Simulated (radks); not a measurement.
**Exchange and kinetic functionals tested on atomic densities: Cr, In⁺, Sc⁹⁺, Kr, Cr⁺**

The task here is to estimate one member of a computed series from the others.

Method: non-relativistic Kohn-Sham, PBE, spin-polarised, spherical densities, point nucleus; open shells are filled with parallel spins first. Code: radks (a radial shooting solver on a logarithmic mesh, Libxc functionals) version 1.

## The atom as given

- species: Cr ([Ar] 3d5 4s1), In⁺ ([Kr] 4d10 5s2), Sc⁹⁺ ([Ne] 3s2), Kr ([Kr]), Cr⁺ ([Ar] 3d5)

The first run:

Input:

```text
Z 24
configuration [Ar] 3d5 4s1
relativity non-relativistic
functional pbe,pbe
spin polarised
nucleus point
```

Steps of the session up to this table: Cr, [Ar] 3d5 4s1.

One table of the session follows, with a row left open; its other results are not shown here.

From the orbitals of this run (lengths in bohr):

| level | <r> | outermost maximum (interpolated) | 90 % within | nodes |
| --- | --- | --- | --- | --- |
| 2p up | 0.2612 | 0.199 | 0.428 | 0 |
| 2p down | ? | ? | ? | ? |
| 3s up | 0.9106 | 0.784 | 1.37 | 2 |
| 3s down | 0.9118 | 0.784 | 1.37 | 2 |
| 3p up | 0.9699 | 0.801 | 1.50 | 1 |
| 3p down | 0.9729 | 0.802 | 1.51 | 1 |
| 4s up | 3.366 | 2.72 | 5.16 | 3 |
| 3d up | 1.462 | 0.837 | 2.67 | 0 |

Estimate the missing values for 2p down.

As computed: <r>: 0.2607; outermost maximum (interpolated): 0.199; 90 % within: 0.427; nodes: 0. In the column «<r>» it is the lowest.
